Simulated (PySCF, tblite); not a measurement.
# C₁₀H₃₀S₃Si₄: electronic excitations, NMR shifts

What do calculations give for the electronic excitations, NMR shifts of C₁₀H₃₀S₃Si₄ (`C[Si](C)(C)S[Si](C)(C)S[Si](C)(C)S[Si](C)(C)C`)?

Programs: tblite 0.8.0 and PySCF 2.14.0, with routines of our own; each step states its level. All values are computed. Atoms count from 0.

## 1. The system as given

47 atoms, charge 0, multiplicity 1; geometry from: force field, distance geometry or constructed start.

## 2. Optimising the geometry with GFN2-xTB

Job settings and geometry (Å):

```
{"job": {"kind": "relax", "xc": "GFN2-xTB", "basis": "xTB"}, "charge": 0, "multiplicity": 1}
C     -5.304800    -0.345500    -0.424800
Si    -3.902000     0.868100    -0.525300
C     -4.450800     2.360500    -1.502200
C     -3.358600     1.432600     1.156600
S     -2.297100    -0.004000    -1.655800
Si    -1.292200    -1.346000    -0.350700
C     -2.476500    -2.381300     0.630600
C     -0.262000    -2.498500    -1.385800
S     -0.037600    -0.317000     1.035900
Si     1.168500     1.019400    -0.106400
C      1.787400     0.349200    -1.705600
C      0.234400     2.605200    -0.374300
S      2.807000     1.562200     1.184400
Si     4.162000    -0.108800     1.158000
C      5.297600     0.150300     2.629700
C      3.297500    -1.740200     1.353200
C      5.179900    -0.049200    -0.396100
H     -5.573800    -0.725700    -1.416800
H     -6.199800     0.140500    -0.003200
H     -5.071500    -1.199100     0.215700
H     -5.294000     2.864800    -1.001000
H     -4.786200     2.073000    -2.505400
H     -3.638100     3.090900    -1.599400
H     -2.492400     2.084100     1.102200
H     -3.107000     0.593400     1.819900
H     -4.165900     1.989300     1.654900
H     -3.018900    -1.797900     1.381800
H     -1.942300    -3.174200     1.170200
H     -3.208100    -2.869100    -0.020300
H      0.297000    -1.979900    -2.162300
H     -0.904600    -3.230700    -1.891400
H      0.444500    -3.058800    -0.771600
H      0.991400     0.296800    -2.453200
H      2.216600    -0.653100    -1.599900
H      2.567200     0.997700    -2.130300
H     -0.598900     2.479000    -1.067700
H      0.890300     3.374000    -0.806500
H     -0.160200     3.002300     0.564000
H      5.834000     1.093600     2.551100
H      6.038000    -0.653100     2.681600
H      4.734500     0.141700     3.570300
H      4.037700    -2.550100     1.478600
H      2.703900    -1.990700     0.465000
H      2.650300    -1.752100     2.223800
H      5.989200    -0.780200    -0.345700
H      4.583400    -0.280800    -1.287500
H      5.630900     0.937100    -0.538900
```

Launch:

```console
$ OMP_NUM_THREADS=1 python large_run.py task.json out
```

One launch serves the whole session: the jobs run in the order shown.

What it wrote:

```text
step      E/eV     max force
  0   -1454.79295    1.671
  1   -1454.98209    0.660
  2   -1455.02319    0.446
  3   -1455.05778    0.248
  4   -1455.08323    0.233
  5   -1455.09824    0.244
  6   -1455.10881    0.250
  7   -1455.11739    0.180
  8   -1455.12294    0.132
  9   -1455.12643    0.145
 10   -1455.12941    0.104
 11   -1455.13248    0.086
 12   -1455.13394    0.057
 13   -1455.13556    0.052
 14   -1455.13663    0.057
 15   -1455.13826    0.069
 16   -1455.13996    0.072
 17   -1455.14237    0.105
 18   -1455.14489    0.096
 19   -1455.14689    0.066
 20   -1455.14808    0.065
 21   -1455.14897    0.047
 22   -1455.14998    0.059
 23   -1455.15117    0.055
 24   -1455.15227    0.058
 25   -1455.15302    0.045
 26   -1455.15353    0.035
 27   -1455.15405    0.045
 28   -1455.15468    0.069
 29   -1455.15536    0.070
 30   -1455.15599    0.041
 31   -1455.15660    0.039
 32   -1455.15745    0.061
 33   -1455.15883    0.103
 34   -1455.16085    0.117
 35   -1455.16300    0.102
 36   -1455.16458    0.072
 37   -1455.16562    0.074
 38   -1455.16652    0.097
 39   -1455.16737    0.078
 40   -1455.16794    0.046
 41   -1455.16827    0.042
 42   -1455.16856    0.050
 43   -1455.16898    0.065
 44   -1455.16957    0.060
 45   -1455.17025    0.044
 46   -1455.17087    0.042
 47   -1455.17140    0.058
 48   -1455.17187    0.054
 49   -1455.17225    0.038
 50   -1455.17254    0.040
 51   -1455.17277    0.047
 52   -1455.17303    0.047
 53   -1455.17335    0.047
 54   -1455.17371    0.043
 55   -1455.17406    0.047
 56   -1455.17437    0.053
 57   -1455.17468    0.048
 58   -1455.17503    0.041
 59   -1455.17536    0.030
 60   -1455.17561    0.026
 61   -1455.17580    0.026
 62   -1455.17595    0.032
 63   -1455.17610    0.032
 64   -1455.17627    0.030
 65   -1455.17647    0.038
 66   -1455.17675    0.050
 67   -1455.17711    0.051
 68   -1455.17745    0.038
 69   -1455.17767    0.028
 70   -1455.17783    0.026
 71   -1455.17801    0.033
 72   -1455.17825    0.041
 73   -1455.17851    0.033
 74   -1455.17873    0.024
 75   -1455.17890    0.023
 76   -1455.17907    0.036
 77   -1455.17926    0.038
 78   -1455.17945    0.029
 79   -1455.17960    0.028
 80   -1455.17972    0.028
 81   -1455.17988    0.042
 82   -1455.18011    0.050
 83   -1455.18042    0.040
 84   -1455.18067    0.029
 85   -1455.18083    0.024
 86   -1455.18095    0.024
 87   -1455.18108    0.022
 88   -1455.18119    0.028
 89   -1455.18130    0.026
 90   -1455.18142    0.023
 91   -1455.18159    0.032
 92   -1455.18182    0.043
 93   -1455.18212    0.048
 94   -1455.18243    0.048
 95   -1455.18269    0.033
 96   -1455.18286    0.031
 97   -1455.18304    0.030
 98   -1455.18324    0.031
 99   -1455.18338    0.028
100   -1455.18348    0.017
```

Run time: 8.5 s. Hardware: 1 thread of Arm Neoverse N1, shared host; peak memory 0.19 GiB.

Along the way:

| step | energy from step 0 (eV) | largest force (eV/Å) |
| --- | --- | --- |
| 0 | 0.0000 | 1.6709 |
| 1 | -0.1891 | 0.6600 |
| 2 | -0.2302 | 0.4464 |
| 3 | -0.2648 | 0.2478 |
| 4 | -0.2903 | 0.2329 |
| 5 | -0.3053 | 0.2444 |
| 6 | -0.3159 | 0.2499 |
| 7 | -0.3244 | 0.1803 |
| 8 | -0.3300 | 0.1325 |
| 16 | -0.3470 | 0.0721 |
| 24 | -0.3593 | 0.0574 |
| 32 | -0.3645 | 0.0612 |
| 40 | -0.3750 | 0.0460 |
| 48 | -0.3789 | 0.0539 |
| 56 | -0.3814 | 0.0535 |
| 64 | -0.3833 | 0.0302 |
| 72 | -0.3853 | 0.0413 |
| 80 | -0.3868 | 0.0277 |
| 88 | -0.3882 | 0.0279 |
| 96 | -0.3899 | 0.0306 |
| 97 | -0.3901 | 0.0298 |
| 98 | -0.3903 | 0.0312 |
| 99 | -0.3904 | 0.0286 |
| 100 | -0.3905 | 0.0170 |

Close pairs (by a distance rule), those that changed most:

| bond | before (Å) | after (Å) | change (Å) |
| --- | --- | --- | --- |
| Si9–C10 | 1.841 | 1.899 | +0.058 |
| S8–Si9 | 2.132 | 2.182 | +0.050 |
| Si13–C16 | 1.859 | 1.907 | +0.049 |
| C0–Si1 | 1.858 | 1.905 | +0.048 |
| Si1–C3 | 1.855 | 1.902 | +0.047 |
| Si13–C15 | 1.857 | 1.902 | +0.046 |
| Si1–S4 | 2.148 | 2.193 | +0.045 |
| Si5–C6 | 1.854 | 1.897 | +0.043 |

The end geometry stands in the next job.

## 3. Electronic excitations: TDA B3LYP/6-31G*

Job settings and geometry (Å):

```
{"job": {"kind": "uv", "basis": "6-31G*", "grid": 1, "kgrid": 0, "vcut": 1.5, "nstates": 6, "ntriplets": 2, "tda": true, "delta": [], "pop": true, "xc": "B3LYP"}, "charge": 0, "multiplicity": 1}
C     -5.288003    -0.285622    -0.430445
Si    -3.818768     0.923425    -0.527660
C     -4.255552     2.440234    -1.587392
C     -3.239385     1.438987     1.209140
S     -2.212007    -0.039830    -1.667620
Si    -1.257565    -1.464838    -0.352917
C     -2.473556    -2.449587     0.719879
C     -0.292263    -2.647292    -1.485410
S      0.040238    -0.466043     1.066686
Si     1.131564     1.039240    -0.075430
C      1.612475     0.388645    -1.793760
C      0.080605     2.607697    -0.240330
S      2.846822     1.614034     1.086966
Si     4.197580    -0.109487     1.162914
C      5.245769     0.237224     2.709992
C      3.273022    -1.765427     1.310586
C      5.257507    -0.079555    -0.422689
H     -5.499500    -0.726536    -1.400415
H     -6.183788     0.231242    -0.099820
H     -5.100478    -1.096367     0.266803
H     -5.121651     2.954552    -1.183037
H     -4.484436     2.150395    -2.608169
H     -3.436074     3.151736    -1.627360
H     -2.608405     2.321556     1.169917
H     -2.666612     0.658923     1.702390
H     -4.092123     1.675081     1.838847
H     -2.973965    -1.821565     1.449512
H     -1.944528    -3.225057     1.264145
H     -3.228771    -2.926961     0.103539
H      0.102201    -2.139103    -2.358538
H     -0.941900    -3.442751    -1.836711
H      0.535511    -3.105541    -0.952837
H      0.728858     0.312137    -2.419878
H      2.085182    -0.587637    -1.752156
H      2.303295     1.074437    -2.273879
H     -0.824784     2.400559    -0.802793
H      0.636815     3.380347    -0.761009
H     -0.195383     2.999677     0.733595
H      5.690699     1.226161     2.658509
H      6.046284    -0.488401     2.815343
H      4.638004     0.200325     3.609162
H      3.953716    -2.558917     1.603398
H      2.814498    -2.053913     0.369235
H      2.482148    -1.710808     2.052097
H      6.057602    -0.811294    -0.367520
H      4.668747    -0.301131    -1.308155
H      5.710501     0.896792    -0.567133
```

Method: TDA B3LYP/6-31G*, vertical, gas phase, core orbitals frozen in the response, virtual orbitals cut by energy.

What it wrote:

```text
start: PBE on a coarse grid of 38714 points
cycle   1  E = -2749.9215820680  dE =  7.804e-01  |g| = 1.343e+00  |ddm| = 6.066e+00
cycle   2  E = -2749.4151560787  dE =  5.064e-01  |g| = 1.869e+00  |ddm| = 3.278e+00
cycle   3  E = -2750.4007305032  dE = -9.856e-01  |g| = 1.372e-01  |ddm| = 2.026e+00
cycle   4  E = -2750.4066458089  dE = -5.915e-03  |g| = 4.580e-02  |ddm| = 3.023e-01
cycle   5  E = -2750.4073375516  dE = -6.917e-04  |g| = 1.139e-02  |ddm| = 8.402e-02
cycle   6  E = -2750.4073783546  dE = -4.080e-05  |g| = 1.915e-03  |ddm| = 2.072e-02
final grid: 156485 points
cycle   7  E = -2751.9628009215  dE = -6.634e-03  |g| = 6.144e-02  |ddm| = 3.809e-01
cycle   8  E = -2751.9622634301  dE =  5.375e-04  |g| = 7.313e-02  |ddm| = 2.081e-01
cycle   9  E = -2751.9640049546  dE = -1.742e-03  |g| = 6.691e-03  |ddm| = 1.215e-01
cycle  10  E = -2751.9640191686  dE = -1.421e-05  |g| = 2.631e-03  |ddm| = 1.367e-02
cycle  11  E = -2751.9640220838  dE = -2.915e-06  |g| = 4.495e-04  |ddm| = 3.953e-03
cycle  12  E = -2751.9640198667  dE =  2.217e-06  |g| = 1.397e-04  |ddm| = 8.497e-04
cycle  13  E = -2751.9640249303  dE = -5.064e-06  |g| = 4.935e-05  |ddm| = 2.454e-04
converged SCF energy = -2751.9640249303

Static polarisability (au): isotropic 247.069, principal 204.623 231.482 305.102

Singlet excitations
state   eV       nm        f      main configurations
  1   5.9359    208.9   0.00188   H->L 0.84
  2   6.0980    203.3   0.08993   H->L+1 0.69, H-1->L 0.16
  3   6.1784    200.7   0.00188   H-1->L 0.56, H-1->L+1 0.17, H->L+1 0.14
  4   6.3323    195.8   0.00549   H-2->L 0.52, H-2->L+1 0.32
  5   6.4255    193.0   0.00686   H-2->L+1 0.30, H-2->L 0.26, H->L+2 0.20
  6   6.4785    191.4   0.00667   H-1->L+1 0.52, H-1->L+3 0.12, H->L+3 0.10

Triplet excitations (Tamm-Dancoff, eV): 5.5913 5.6751
```

Wall time 2.5 min (1 thread of Arm Neoverse N1, shared host); peak memory 0.63 GiB.

Frontier orbitals and where they lie:

| orbital | eV | atoms |
| --- | --- | --- |
| HOMO−4 | -7.48 | S4 38 %, S8 22 %, C6 7 % |
| HOMO−3 | -7.46 | S12 55 %, C15 9 %, Si13 8 % |
| HOMO−2 | -6.67 | S4 41 %, S8 37 % |
| HOMO−1 | -6.45 | S12 56 %, S8 14 %, S4 13 % |
| HOMO | -6.26 | S8 38 %, S12 22 %, S4 22 % |
| LUMO | 0.63 | Si9 26 %, Si5 22 %, S8 12 % |
| LUMO+1 | 0.78 | Si5 35 %, S8 14 %, Si9 12 % |
| LUMO+2 | 1.15 | Si1 32 %, S4 17 %, Si9 6 % |
| LUMO+3 | 1.24 | Si13 26 %, Si9 17 %, S12 16 % |

With each of the 6 states as a Gaussian band of 0.4 eV half-width at 1/e, the curve within the window shown has maxima at 202 nm (ε 4,200) L/(mol cm). Beyond the last state computed it falls off for lack of states. The curve at chosen wavelengths:

```
 nm  ε (L/mol/cm)
183           556
185           838
187          1202
189          1642
191          2143
193          2672
195          3188
197          3640
199          3981
201          4175
203          4203
205          4067
207          3787
208          3604
210          3178
212          2708
214          2233
216          1785
218          1386
220          1046
222           769
224           552
226           387
228           265
230           178
232           117
```

Ground-state properties from the same run:

| property | computed |
| --- | --- |
| dipole moment (D) | 2.07 |
| polarisability (Å³) | 36.61 |
| HOMO–LUMO gap (eV) | 6.89 |
| −ε(HOMO) (eV) | 6.26 |

## 4. NMR shifts: GIAO KT3/pcSseg-1

Settings changed since step 3:

```diff
@@ -1,2 +1,2 @@
-{"job": {"kind": "uv", "basis": "6-31G*", "grid": 1, "kgrid": 0, "vcut": 1.5, "nstates": 6, "ntriplets": 2, "tda": true, "delta": [], "pop": true, "xc": "B3LYP"}, "charge": 0, "multiplicity": 1}
+{"job": {"kind": "nmr", "xc": "KT3", "basis": "pcSseg-1", "pop": false}, "charge": 0, "multiplicity": 1}
 C     -5.288003    -0.285622    -0.430445
```

Level: GIAO KT3/pcSseg-1 NMR shielding, non-relativistic, gas phase.

What it wrote:

```text
start: PBE on a coarse grid of 38714 points
cycle   1  E = -2749.5468197254  dE =  7.272e-01  |g| = 1.360e+00  |ddm| = 6.338e+00
cycle   2  E = -2748.9870706782  dE =  5.597e-01  |g| = 1.956e+00  |ddm| = 3.025e+00
cycle   3  E = -2750.0192053874  dE = -1.032e+00  |g| = 1.404e-01  |ddm| = 1.946e+00
cycle   4  E = -2750.0246952472  dE = -5.490e-03  |g| = 6.628e-02  |ddm| = 3.318e-01
cycle   5  E = -2750.0258328361  dE = -1.138e-03  |g| = 1.041e-02  |ddm| = 9.990e-02
cycle   6  E = -2750.0258502045  dE = -1.737e-05  |g| = 6.122e-03  |ddm| = 2.525e-02
final grid: 320704 points
cycle   7  E = -2776.0575400200  dE = -6.542e-02  |g| = 3.241e-01  |ddm| = 7.413e-01
cycle   8  E = -2776.0592260101  dE = -1.686e-03  |g| = 1.790e-01  |ddm| = 3.863e-01
cycle   9  E = -2776.0621041018  dE = -2.878e-03  |g| = 7.061e-02  |ddm| = 2.992e-01
cycle  10  E = -2776.0636877348  dE = -1.584e-03  |g| = 7.677e-03  |ddm| = 1.150e-01
cycle  11  E = -2776.0637024606  dE = -1.473e-05  |g| = 2.480e-03  |ddm| = 1.456e-02
cycle  12  E = -2776.0637032475  dE = -7.868e-07  |g| = 8.500e-04  |ddm| = 4.906e-03
cycle  13  E = -2776.0637007067  dE =  2.541e-06  |g| = 1.761e-04  |ddm| = 1.473e-03
cycle  14  E = -2776.0637023034  dE = -1.597e-06  |g| = 6.132e-05  |ddm| = 3.277e-04
converged SCF energy = -2776.0637023034

GIAO shielding tensors (ppm)
atom      isotropic    diamagn.    paramagn.     s11        s22        s33       span
  0 C      178.293     252.784     -74.491    167.831    176.195    190.852     23.020
  1 Si     340.873     886.276    -545.403    323.781    345.172    353.664     29.883
  2 C      180.731     254.250     -73.519    172.787    177.893    191.513     18.726
  3 C      180.682     259.929     -79.247    176.049    181.442    184.553      8.504
  4 S      662.694    1072.652    -409.958    612.580    651.738    723.765    111.185
  5 Si     337.351     890.619    -553.267    313.224    344.702    354.128     40.904
  6 C      175.809     259.407     -83.598    166.750    172.983    187.694     20.944
  7 C      174.440     259.517     -85.077    161.992    171.511    189.817     27.825
  8 S      617.287    1075.062    -457.775    555.710    602.896    693.256    137.546
  9 Si     331.495     890.395    -558.900    311.811    335.893    346.781     34.970
 10 C      173.248     263.641     -90.394    162.772    174.102    182.868     20.096
 11 C      174.491     261.103     -86.612    165.136    172.984    185.354     20.218
 12 S      670.793    1069.808    -399.015    624.428    666.241    721.709     97.281
 13 Si     340.195     885.621    -545.426    323.390    343.091    354.105     30.715
 14 C      180.933     252.350     -71.417    171.911    178.401    192.488     20.577
 15 C      178.250     260.422     -82.172    174.912    176.725    183.114      8.202
 16 C      178.021     253.120     -75.099    170.483    173.574    190.005     19.522
 17 H       31.402      30.217       1.185     27.378     29.432     37.395     10.016
 18 H       31.623      26.004       5.619     26.848     28.362     39.659     12.810
 19 H       31.331      33.638      -2.307     26.148     31.942     35.902      9.754
 20 H       31.628      26.825       4.803     27.127     28.232     39.525     12.398
 21 H       31.357      30.674       0.683     27.074     29.269     37.729     10.654
 22 H       31.360      35.090      -3.731     26.126     31.243     36.710     10.584
 23 H       31.309      38.865      -7.556     26.739     30.484     36.704      9.964
 24 H       30.417      41.520     -11.104     25.567     29.182     36.501     10.934
 25 H       31.629      31.111       0.518     26.928     28.545     39.415     12.486
 26 H       31.138      37.623      -6.485     27.410     30.658     35.346      7.936
 27 H       31.210      34.958      -3.748     26.378     29.405     37.847     11.469
 28 H       31.491      33.491      -2.000     27.147     29.495     37.831     10.684
 29 H       31.104      38.004      -6.899     27.803     30.585     34.925      7.121
 30 H       31.246      32.770      -1.524     26.280     28.976     38.480     12.200
 31 H       31.319      37.238      -5.919     26.440     30.356     37.160     10.719
 32 H       30.629      40.596      -9.967     25.481     30.174     36.233     10.753
 33 H       31.205      41.026      -9.822     28.444     30.651     34.520      6.076
 34 H       31.314      35.996      -4.682     26.892     29.315     37.733     10.841
 35 H       30.430      41.491     -11.060     24.122     28.985     38.185     14.062
 36 H       31.320      34.523      -3.203     26.204     29.569     38.188     11.983
 37 H       31.200      37.628      -6.428     27.596     30.078     35.927      8.331
 38 H       31.357      28.643       2.714     26.714     29.554     37.801     11.086
 39 H       31.689      25.679       6.010     27.015     28.501     39.552     12.538
 40 H       31.296      32.890      -1.594     26.645     30.172     37.070     10.425
 41 H       31.518      31.259       0.259     26.501     29.054     39.000     12.499
 42 H       31.273      41.278     -10.005     26.697     30.317     36.806     10.109
 43 H       30.599      40.069      -9.470     25.262     30.651     35.885     10.623
 44 H       31.605      26.755       4.850     27.245     28.147     39.424     12.179
 45 H       31.392      35.996      -4.604     26.263     31.812     36.102      9.839
 46 H       31.375      29.718       1.657     27.645     28.877     37.602      9.957
```

Run time: 92 s. Hardware: 1 thread of Arm Neoverse N1, shared host; peak memory 0.65 GiB.

The references, computed at this level on geometries of the same kind, shield at (ppm): $^{1}$H TMS 31.76, $^{13}$C TMS 184.7, $^{29}$Si TMS 361.7. Their shielding less the atom's gives the shift. The references are single molecules in the gas phase. Atoms listed in one row are averaged.

| atoms | environment | σ (ppm) | δ (ppm) |
| --- | --- | --- | --- |
| C6, C7, C10, C11 | methyl carbon bonded to Si | 174.5 | 10.2 |
| C0, C2, C3, C14, C15, C16 | methyl carbon bonded to Si | 179.5 | 5.2 |
| H26, H27, H28, H29, H30 and 7 more | hydrogen on a methyl carbon bonded to Si | 31.13 | 0.63 |
| H17, H18, H19, H20, H21 and 13 more | hydrogen on a methyl carbon bonded to Si | 31.34 | 0.42 |
| Si5, Si9 | silicon bonded to 2 C, 2 S | 334.4 | 27.2 |
| Si1, Si13 | silicon bonded to 3 C, S | 340.5 | 21.1 |
| S8 | sulfur bonded to 2 Si | 617 | – |
| S4, S12 | sulfur bonded to 2 Si | 667 | – |

## 5. Outcome

| quantity | value |
| --- | --- |
| lowest singlet (B3LYP/6-31G*) | 5.94 eV (209 nm), f = 0.002 |
| brightest single state of those computed | state 2, 6.10 eV, f = 0.090 |
| lowest triplet | 5.59 eV |
| $^{13}$C shifts against TMS (KT3/pcSseg-1, means over atoms taken as alike) | 10.2, 5.2 ppm |
| $^{1}$H shifts against TMS (KT3/pcSseg-1, means over atoms taken as alike) | 0.63, 0.42 ppm |
| $^{29}$Si shifts against TMS (KT3/pcSseg-1, means over atoms taken as alike) | 27.2, 21.1 ppm |
| shieldings of S (KT3/pcSseg-1, a mean where the table joins atoms) | S8 617.3, S4 666.7 ppm |

**Reading.** The first singlet state (HOMO→LUMO 0.84) lies at 5.94 eV and is weak; of the 6 states computed, the strongest absorption comes from state 2 at 6.10 eV. The lowest triplet lies 0.34 eV below the lowest singlet. At KT3/pcSseg-1: The widest tensor belongs to S8: span 138 ppm, with a paramagnetic part of -458 ppm.
